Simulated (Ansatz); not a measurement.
# SnH3Br + HF: a complex and its separated parts, part 2 of 2

Ansatz 0.2.0, Gaussian basis. The steps go on from the part before.

### Step 13. CAM-B3LYP-D4/def2-TZVPP

The inputs:

parta/in.yaml

```yaml
crystal:
  periodic: [false, false, false]
  atoms:
    - {symbol: Sn, position_ang: [-1.072653, -0.260553, 0.230621]}
    - {symbol: H, position_ang: [-0.045117, -1.491736, -0.334113]}
    - {symbol: H, position_ang: [-2.358097, 0.049966, -0.837926]}
    - {symbol: H, position_ang: [-1.606387, -0.541896, 1.820134]}
    - {symbol: Br, position_ang: [0.292512, 1.812468, 0.306137]}
basis:
  gaussian: {orbitals: def2-TZVPP}
hamiltonian: {xc: {name: CAM-B3LYP}, dispersion: d4}
```

partb/in.yaml

```yaml
crystal:
  periodic: [false, false, false]
  atoms:
    - {symbol: F, position_ang: [2.666712, -0.125908, -0.736803]}
    - {symbol: H, position_ang: [2.123028, 0.557759, -0.448051]}
basis:
  gaussian: {orbitals: def2-TZVPP}
hamiltonian: {xc: {name: CAM-B3LYP}, dispersion: d4}
```

One command serves all of them, each in its own folder.

Started as:

```
ansatz run in.yaml --threads 4 --pin off --events-out ev --progress --plain --max-ram 9574MiB
```

parta printed, cut to the lines that bear on the results:

```text
Functional definition: CAM-B3LYP
  name "CAM-B3LYP"
  cite "Yanai, Tew & Handy, Chem. Phys. Lett. 393, 51 (2004) doi:10.1016/j.cplett.2004.06.011"
  cite "Iikura, Tsuneda, Yanai & Hirao, J. Chem. Phys. 115, 3540 (2001) doi:10.1063/1.1383587"
  cite "Becke, Phys. Rev. A 38, 3098 (1988) doi:10.1103/PhysRevA.38.3098"
  cite "Lee, Yang & Parr, Phys. Rev. B 37, 785 (1988) doi:10.1103/PhysRevB.37.785"
[...]
1022 factors; their error is unknown
207 factors; integrals over basis functions are off by at most 4.1e-5 eV
[...]
mean field -75930.37746705 eV, -2790.3899044558 hartree, gradient 2.5e-5 eV, S^2 0.000000; 0 other end points of the search recorded, 0 dependent functions left out
reference -75930.37758602 eV, -2790.3899088277 hartree; 30, 30 occupied and 110, 110 virtual orbitals, 1022 factors
Total energy: -75930.45618167 eV, -2790.3927971645 hartree
```

partb printed, cut to the lines that bear on the results:

```text
[... 6 set-up lines as earlier in the session ...]
[...]
  # Exact exchange under (alpha + beta erf(omega r))/r, Becke's under what is left of 1/r.
[...]
215 factors; their error is unknown
48 factors; integrals over basis functions are off by at most 4.9e-5 eV
[...]
mean field -2733.85902341 eV, -100.4674660341 hartree, gradient 6.2e-5 eV, S^2 0.000000; 0 other end points of the search recorded, 0 dependent functions left out
reference -2733.85906754 eV, -100.4674676558 hartree; 5, 5 occupied and 40, 40 virtual orbitals, 215 factors
Total energy: -2733.86050784 eV, -100.4675205860 hartree
```

They took 1.4 s (parta), 0.15 s (partb) on 4 threads of Arm Neoverse V2, shared host.

### Step 14. wB97X-V/def2-TZVPP

The same edit goes into each in.yaml of step 13 (parta, partb):

```diff
-hamiltonian: {xc: {name: CAM-B3LYP}, dispersion: d4}
+hamiltonian: {xc: {name: wB97X-V}}
```

One command serves all of them, each in its own folder.

Started as:

```
ansatz run in.yaml --threads 4 --pin off --events-out ev --progress --plain --max-ram 9574MiB
```

Output in parta, cut to the lines that bear on the results:

```text
Functional definition: wB97X-V
  name "wB97X-V"
  cite "Mardirossian & Head-Gordon, Phys. Chem. Chem. Phys. 16, 9904 (2014) doi:10.1039/C3CP54374A"
[... 2 set-up lines as earlier in the session ...]
[...]
      + integral(e_c_pw_opposite_spin*poly(b97_u_opposite, cos0, cos1)) + vv10(b, c)
1022 factors; their error is unknown
197 factors; integrals over basis functions are off by at most 4.5e-5 eV
[...]
mean field -75920.55767533 eV, -2790.0290337661 hartree, gradient 3.3e-5 eV, S^2 0.000000; 0 other end points of the search recorded, 0 dependent functions left out
reference -75920.55767333 eV, -2790.0290336925 hartree; 30, 30 occupied and 110, 110 virtual orbitals, 1022 factors
Total energy: -75920.55767333 eV, -2790.0290336925 hartree
```

Log of partb, cut to the lines that bear on the results:

```text
[... 5 set-up lines as earlier in the session ...]
[...]
      + integral(e_c_pw_opposite_spin*poly(b97_u_opposite, cos0, cos1)) + vv10(b, c)
215 factors; their error is unknown
48 factors; integrals over basis functions are off by at most 2.2e-5 eV
[...]
mean field -2733.49560564 eV, -100.4541106773 hartree, gradient 1.0e-5 eV, S^2 0.000000; 0 other end points of the search recorded, 0 dependent functions left out
reference -2733.49560504 eV, -100.4541106555 hartree; 5, 5 occupied and 40, 40 virtual orbitals, 215 factors
Total energy: -2733.49560504 eV, -100.4541106555 hartree
```

They took 3.4 s (parta), 0.25 s (partb) on 4 threads of Arm Neoverse V2, shared host.

### Step 15. wB97M-V/def2-TZVPP

Each input of step 14 (parta, partb) changes in the same lines:

```diff
-hamiltonian: {xc: {name: wB97X-V}}
+hamiltonian: {xc: {name: wB97M-V}}
```

One command serves all of them, each in its own folder.

Started as:

```
ansatz run in.yaml --threads 4 --pin off --events-out ev --progress --plain --max-ram 9574MiB
```

Output in parta, cut to the lines that bear on the results:

```text
Functional definition: wB97M-V
  name "wB97M-V"
  cite "Mardirossian & Head-Gordon, J. Chem. Phys. 144, 214110 (2016) doi:10.1063/1.4952647"
[... 2 set-up lines as earlier in the session ...]
  # Of w^i u^j: cxij and so on, Table III.
[...]
  gx(w, u) = 1 - cx + cx01*u + cx10*w
[...]
      + integral(e_c_pw_mod_opposite_spin*gos(b97_w_opposite, b97_u_opposite)) + vv10(b, c)
1017 factors; their error is unknown
197 factors; integrals over basis functions are off by at most 4.5e-5 eV
[...]
mean field -75921.87860193 eV, -2790.0775769234 hartree, gradient 1.1e-5 eV, S^2 0.000000; 0 other end points of the search recorded, 0 dependent functions left out
reference -75921.87865181 eV, -2790.0775787564 hartree; 30, 30 occupied and 110, 110 virtual orbitals, 1017 factors
Total energy: -75921.87865181 eV, -2790.0775787564 hartree
```

Log of partb, cut to the lines that bear on the results:

```text
[... 5 set-up lines as earlier in the session ...]
  # Of w^i u^j: cxij and so on, Table III.
[...]
  gx(w, u) = 1 - cx + cx01*u + cx10*w
[...]
      + integral(e_c_pw_mod_opposite_spin*gos(b97_w_opposite, b97_u_opposite)) + vv10(b, c)
215 factors; their error is unknown
48 factors; integrals over basis functions are off by at most 2.2e-5 eV
[...]
mean field -2733.67553174 eV, -100.4607228395 hartree, gradient 1.2e-5 eV, S^2 0.000000; 0 other end points of the search recorded, 0 dependent functions left out
reference -2733.67554640 eV, -100.4607233784 hartree; 5, 5 occupied and 40, 40 virtual orbitals, 215 factors
Total energy: -2733.67554640 eV, -100.4607233784 hartree
```

Times: 3.8 s (parta), 0.25 s (partb) on 4 threads of Arm Neoverse V2, shared host.

### Step 16. B2PLYP/def2-TZVPP

Each input of step 15 (parta, partb) changes in the same lines:

```diff
-hamiltonian: {xc: {name: wB97M-V}}
+hamiltonian: {xc: {name: B2PLYP}}
```

The same command starts each run, in its folder.

Started as:

```
ansatz run in.yaml --threads 4 --pin off --events-out ev --progress --plain --max-ram 9574MiB
```

parta printed, cut to the lines that bear on the results:

```text
Functional definition: B2PLYP
  name "B2PLYP"
  cite "Grimme, J. Chem. Phys. 124, 034108 (2006) doi:10.1063/1.2148954"
[... 2 set-up lines as earlier in the session ...]
[...]
1012 factors; integrals over basis functions are off by at most 1.2e-3 eV
[...]
mean field -75905.84019285 eV, -2789.4881762609 hartree, gradient 8.1e-6 eV, S^2 0.000000; 0 other end points of the search recorded, 0 dependent functions left out
13 core orbitals not correlated: weight in the atoms' cores, before any rotation towards them, 1.000 or more for the frozen orbitals, at most 0.000 for the correlated occupied ones
reference -75905.84034510 eV, -2789.4881818561 hartree; 17, 17 occupied and 110, 110 virtual orbitals, 1012 factors
second order -19.67665002 eV of doubles, -0.00000000 eV of singles
Total energy: -75911.15304061 eV, -2789.6834198148 hartree
```

Log of partb, cut to the lines that bear on the results:

```text
[... 5 set-up lines as earlier in the session ...]
[...]
287 factors; integrals over basis functions are off by at most 1.0e-3 eV
[...]
mean field -2730.72527388 eV, -100.3523028631 hartree, gradient 1.4e-6 eV, S^2 0.000000; 0 other end points of the search recorded, 0 dependent functions left out
1 core orbitals not correlated: weight in the atoms' cores, before any rotation towards them, 1.000 or more for the frozen orbitals, at most 0.000 for the correlated occupied ones
reference -2730.72533058 eV, -100.3523049467 hartree; 4, 4 occupied and 40, 40 virtual orbitals, 287 factors
second order -8.59390877 eV of doubles, -0.00000000 eV of singles
Total energy: -2733.04568595 eV, -100.4375764337 hartree
```

Wall times: 2.1 s (parta), 0.2 s (partb) on 4 threads of Arm Neoverse V2, shared host.

### Step 17. PBE-QIDH/def2-TZVPP

Each input of step 16 (parta, partb) changes in the same lines:

```diff
-hamiltonian: {xc: {name: B2PLYP}}
+hamiltonian: {xc: {name: PBE-QIDH}}
```

The same command starts each run, in its folder.

Started as:

```
ansatz run in.yaml --threads 4 --pin off --events-out ev --progress --plain --max-ram 9574MiB
```

parta printed, cut to the lines that bear on the results:

```text
Functional definition: PBE-QIDH
  name "PBE-QIDH"
  cite "Brémond, Sancho-García, Pérez-Jiménez & Adamo, J. Chem. Phys. 141, 031101 (2014) doi:10.1063/1.4890314"
[... 1 set-up line as earlier in the session ...]
[...]
1012 factors; integrals over basis functions are off by at most 1.2e-3 eV
[...]
mean field -75899.53867799 eV, -2789.2565998612 hartree, gradient 2.1e-6 eV, S^2 0.000000; 0 other end points of the search recorded, 0 dependent functions left out
13 core orbitals not correlated: weight in the atoms' cores, before any rotation towards them, 1.000 or more for the frozen orbitals, at most 0.000 for the correlated occupied ones
reference -75899.53868972 eV, -2789.2566002920 hartree; 17, 17 occupied and 110, 110 virtual orbitals, 1012 factors
second order -18.43801609 eV of doubles, -0.00000000 eV of singles
Total energy: -75905.68469508 eV, -2789.4824618232 hartree
```

Output in partb, cut to the lines that bear on the results:

```text
[... 4 set-up lines as earlier in the session ...]
[...]
287 factors; integrals over basis functions are off by at most 1.0e-3 eV
[...]
mean field -2728.92256485 eV, -100.2860545279 hartree, gradient 3.8e-6 eV, S^2 0.000000; 0 other end points of the search recorded, 0 dependent functions left out
1 core orbitals not correlated: weight in the atoms' cores, before any rotation towards them, 1.000 or more for the frozen orbitals, at most 0.000 for the correlated occupied ones
reference -2728.92256820 eV, -100.2860546511 hartree; 4, 4 occupied and 40, 40 virtual orbitals, 287 factors
second order -8.07143043 eV of doubles, -0.00000000 eV of singles
Total energy: -2731.61304501 eV, -100.3849278502 hartree
```

They took 2.4 s (parta), 0.15 s (partb) on 4 threads of Arm Neoverse V2, shared host.

### Step 18. RPA on PBE/def2-TZVPP

Each input of step 17 (parta, partb) changes in the same lines:

```diff
-hamiltonian: {xc: {name: PBE-QIDH}}
+hamiltonian: {xc: pbe}
+correlation: {method: rpa}
```

The same command starts each run, in its folder.

Started as:

```
ansatz run in.yaml --threads 4 --pin off --events-out ev --progress --plain --max-ram 9574MiB
```

Output in parta, cut to the lines that bear on the results:

```text
[... 4 set-up lines as earlier in the session ...]
[...]
1012 factors; integrals over basis functions are off by at most 1.2e-3 eV
[...]
mean field -75916.53760938 eV, -2789.8812990674 hartree, gradient 1.5e-6 eV, S^2 0.000000; 0 other end points of the search recorded, 0 dependent functions left out
13 core orbitals not correlated: weight in the atoms' cores, before any rotation towards them, 1.000 or more for the frozen orbitals, at most 0.000 for the correlated occupied ones
reference -75851.91033018 eV, -2787.5062903626 hartree; 17, 17 occupied and 110, 110 virtual orbitals, 1012 factors
Total energy: -75876.89971282 eV, -2788.4246332364 hartree
```

Log of partb, cut to the lines that bear on the results:

```text
[... 4 set-up lines as earlier in the session ...]
[...]
287 factors; integrals over basis functions are off by at most 1.0e-3 eV
[...]
mean field -2731.84354140 eV, -100.3933984363 hartree, gradient 9.3e-7 eV, S^2 0.000000; 0 other end points of the search recorded, 0 dependent functions left out
1 core orbitals not correlated: weight in the atoms' cores, before any rotation towards them, 1.000 or more for the frozen orbitals, at most 0.000 for the correlated occupied ones
reference -2722.68134274 eV, -100.0566938458 hartree; 4, 4 occupied and 40, 40 virtual orbitals, 287 factors
Total energy: -2733.63264831 eV, -100.4591469026 hartree
```

They took 1.9 s (parta), 0.15 s (partb) on 4 threads of Arm Neoverse V2, shared host.

### Step 19. CCSD(T)/def2-TZVPP

The same edit goes into each in.yaml of step 18 (parta, partb):

```diff
-hamiltonian: {xc: pbe}
-correlation: {method: rpa}
+correlation: {method: ccsd_t}
```

One command serves all of them, each in its own folder.

Started as:

```
ansatz run in.yaml --threads 4 --pin off --events-out ev --progress --plain --max-ram 9574MiB
```

Log of parta, cut to the lines that bear on the results:

```text
Functional definition: HF
  name "HF"
  cite "Fock, Z. Phys. 61, 126 (1930) doi:10.1007/BF01340294"
[... 1 set-up line as earlier in the session ...]
[...]
1012 factors; integrals over basis functions are off by at most 1.2e-3 eV
[...]
mean field -75852.94897469 eV, -2787.5444598442 hartree, gradient 3.6e-6 eV, S^2 0.000000; 0 other end points of the search recorded, 0 dependent functions left out
13 core orbitals not correlated: weight in the atoms' cores, before any rotation towards them, 1.000 or more for the frozen orbitals, at most 0.000 for the correlated occupied ones
reference -75852.94897469 eV, -2787.5444598442 hartree; 17, 17 occupied and 110, 110 virtual orbitals, 1012 factors
second order -16.56398683 eV of doubles, -0.00000000 eV of singles
cycle   1  -16.50859294 eV  change    5.5e-2 eV  update   8.6e-2
[...]
cycle   8  -16.97500190 eV  change   -1.8e-5 eV  update   2.6e-5
perturbative correction -0.49205497 eV, -0.0180826865 hartree
Total energy: -75870.41603155 eV, -2788.1863623443 hartree
```

partb printed, cut to the lines that bear on the results:

```text
[... 4 set-up lines as earlier in the session ...]
[...]
287 factors; integrals over basis functions are off by at most 1.0e-3 eV
[...]
mean field -2722.91279250 eV, -100.0651994676 hartree, gradient 4.5e-6 eV, S^2 0.000000; 0 other end points of the search recorded, 0 dependent functions left out
1 core orbitals not correlated: weight in the atoms' cores, before any rotation towards them, 1.000 or more for the frozen orbitals, at most 0.000 for the correlated occupied ones
reference -2722.91279250 eV, -100.0651994676 hartree; 4, 4 occupied and 40, 40 virtual orbitals, 287 factors
second order -7.36477888 eV of doubles, -0.00000000 eV of singles
cycle   1  -7.29616151 eV  change    6.9e-2 eV  update   3.9e-2
[...]
cycle   8  -7.43082994 eV  change    8.7e-7 eV  update   3.3e-6
perturbative correction -0.17033002 eV, -0.0062595127 hartree
Total energy: -2730.51395245 eV, -100.3445369439 hartree
```

Wall times: 6.5 s (parta), 0.2 s (partb) on 4 threads of Arm Neoverse V2, shared host; peak memory 0.68 GiB.

### Step 20. Vibrations of SnH3Br

The input, vib-parta/in.yaml:

```yaml
crystal:
  periodic: [false, false, false]
  atoms:
    - {symbol: Sn, position_ang: [-1.072653, -0.260553, 0.230621]}
    - {symbol: H, position_ang: [-0.045117, -1.491736, -0.334113]}
    - {symbol: H, position_ang: [-2.358097, 0.049966, -0.837926]}
    - {symbol: H, position_ang: [-1.606387, -0.541896, 1.820134]}
    - {symbol: Br, position_ang: [0.292512, 1.812468, 0.306137]}
basis:
  gaussian: {orbitals: def2-TZVP}
hamiltonian: {xc: pbe0, dispersion: d4}
phonons: {temperatures: {t_min: 298.15, t_max: 900, t_step: 200}}
```

Started as:

```
ansatz run in.yaml --threads 4 --pin off --events-out ev --progress --plain --max-ram 9574MiB
```

The log of the run, cut to the lines that bear on the results:

```text
[... 5 set-up lines as earlier in the session ...]
[...]
1006 factors; their error is unknown
[...]
mean field -75919.38340450 eV, -2789.9858801092 hartree, gradient 3.7e-5 eV, S^2 0.000000; 0 other end points of the search recorded, 0 dependent functions left out
[...]
Atom 2 at    -2.358097     0.049966    -0.837926 Å, force     0.000514    -0.000037     0.000363 eV/Å
Atom 3 at    -1.606387    -0.541896     1.820134 Å, force     0.000255     0.000167    -0.000552 eV/Å
Atom 4 at     0.292512     1.812468     0.306137 Å, force    -0.000598    -0.000990    -0.000051 eV/Å
Dipole moment:    -0.267791    -0.406662    -0.014818 e Å
Vibrations: 258.21 471.99 472.18 692.69 705.85 706.11 1968.35 1976.84 1976.92 cm⁻¹, zero-point energy 0.572134 eV
```

It took 17 s on 4 threads of Arm Neoverse V2, shared host.

Wavenumbers and character of the modes:

```
mode  wavenumber (cm⁻¹)      character
   1                258  Sn–Br stretch
   2                472           bend
   3                472           bend
   4                693           bend
   5                706           bend
   6                706           bend
   7               1968   Sn–H stretch
   8               1977   Sn–H stretch
   9               1977   Sn–H stretch
```

Vibrational sums (real modes only):

```
T (K)  entropy (J/mol/K)  heat capacity (J/mol/K)
  298               17.0                     28.8
  498               35.4                     42.9
  698               51.4                     51.8
  898               65.2                     58.0
```

### Step 21. Vibrations of HF

The input, vib-partb/in.yaml:

```yaml
crystal:
  periodic: [false, false, false]
  atoms:
    - {symbol: F, position_ang: [2.666712, -0.125908, -0.736803]}
    - {symbol: H, position_ang: [2.123028, 0.557759, -0.448051]}
basis:
  gaussian: {orbitals: def2-TZVP}
hamiltonian: {xc: pbe0, dispersion: d4}
phonons: {temperatures: {t_min: 298.15, t_max: 900, t_step: 200}}
```

Started as:

```
ansatz run in.yaml --threads 4 --pin off --events-out ev --progress --plain --max-ram 9574MiB
```

The log of the run, cut to the lines that bear on the results:

```text
[... 5 set-up lines as earlier in the session ...]
[...]
200 factors; their error is unknown
[...]
mean field -2731.80169984 eV, -100.3918607876 hartree, gradient 6.9e-6 eV, S^2 0.000000; 0 other end points of the search recorded, 0 dependent functions left out
[...]
reference -2731.80150760 eV, -100.3918537229 hartree; 5, 5 occupied and 32, 32 virtual orbitals, 200 factors
Total energy: -2731.80322155 eV, -100.3919167093 hartree
Atom 0 at     2.666712    -0.125908    -0.736803 Å, force     0.002484    -0.003123    -0.001319 eV/Å
Atom 1 at     2.123028     0.557759    -0.448051 Å, force    -0.002484     0.003123     0.001319 eV/Å
Dipole moment:    -0.236862     0.297847     0.125798 e Å
Vibrations: 4153.91 cm⁻¹, zero-point energy 0.257510 eV
```

Wall time 0.7 s (4 threads of Arm Neoverse V2, shared host).

Wavenumbers and character of the modes:

```
mode  wavenumber (cm⁻¹)    character
   1               4154  F–H stretch
```

Vibrational sums (real modes only):

```
T (K)  entropy (J/mol/K)  heat capacity (J/mol/K)
  298                0.0                      0.0
  498                0.0                      0.0
  698                0.0                      0.1
  898                0.1                      0.5
```

### Step 22. Complex less separated parts

The complex's own energies come from single points at the same levels.

Rows are in def2-TZVPP; times add the 3 runs of a level on a shared host, so small differences are noise.

```
      method                    rung  complex less parts (kJ/mol)  from CCSD(T) (kJ/mol)   time
       SPW92                     LDA                        -34.8                  -16.9  1.4 s
      PBE-D4                     GGA                        -25.4                   -7.5  2.2 s
     BLYP-D4                     GGA                        -23.5                   -5.6  2.5 s
   r2SCAN-D4                meta-GGA                        -22.3                   -4.4  5.1 s
      B97M-V                meta-GGA                        -19.5                   -1.6  9.3 s
     PBE0-D4                  hybrid                        -22.3                   -4.4  3.3 s
    B3LYP-D4                  hybrid                        -22.1                   -4.2  3.1 s
  r2SCAN0-D4                  hybrid                        -20.8                   -2.9  5.7 s
    BHLYP-D4                  hybrid                        -20.5                   -2.6  3.2 s
CAM-B3LYP-D4  range-separated hybrid                        -22.7                   -4.8  3.6 s
     wB97X-V  range-separated hybrid                        -20.8                   -2.9  8.7 s
     wB97M-V  range-separated hybrid                        -21.2                   -3.3   11 s
      B2PLYP           double hybrid                        -17.9                    0.0  5.8 s
    PBE-QIDH           double hybrid                        -18.4                   -0.5  6.1 s
  RPA on PBE                     RPA                        -15.0                   +2.9  5.6 s
Hartree-Fock            wavefunction                         -6.7                  +11.2       
         MP2            wavefunction                        -18.8                   -0.9       
        CCSD            wavefunction                        -16.3                   +1.6       
     CCSD(T)            wavefunction                        -17.9                      0   87 s
```

Among the levels timed on like hardware and quicker than the yardstick, those that no quicker one beats, quickest first: SPW92 (1.4 s, -16.9 kJ/mol); PBE-D4 (2.2 s, -7.5 kJ/mol); BLYP-D4 (2.5 s, -5.6 kJ/mol); B3LYP-D4 (3.1 s, -4.2 kJ/mol); BHLYP-D4 (3.2 s, -2.6 kJ/mol); B2PLYP (5.8 s, 0.0 kJ/mol).

For cost: B2PLYP gets within 0.0 kJ/mol in 5.8 s, where CCSD(T) took 87 s; the quickest level in the cost chart, SPW92, takes 1.4 s and misses by 16.9 kJ/mol.

The complex's zero-point energy, from a separate PBE0-D4 run, is 0.880 eV.

### Step 23. What came out

The summary covers parts 1 to 2.

```
                              quantity         value
complex less parts, CCSD(T)/def2-TZVPP  -17.9 kJ/mol
                with zero-point energy  -13.1 kJ/mol
                 largest T1 diagnostic         0.010
```

In words: At CCSD(T) the complex lies 17.9 kJ/mol below its parts. B2PLYP is the best functional here (0.0 kJ/mol from CCSD(T)); SPW92 is the worst (-16.9 kJ/mol). Mean unsigned error by rung: LDA 16.9, GGA 6.6, meta-GGA 3.0, hybrid 3.5, range-separated hybrid 3.6, double hybrid 0.3 kJ/mol. PBE-D4 gives a relative energy 7.5 kJ/mol too low, outside chemical accuracy (1 kcal/mol, 4.2 kJ/mol). The complex's frequency run has imaginary modes: the structure is no minimum, so both the energy and the zero-point correction are in doubt. No counterpoise was applied, and triple zeta lacks some correlation, so the CCSD(T) reference has a basis error of its own, and close matches with it are partly luck.
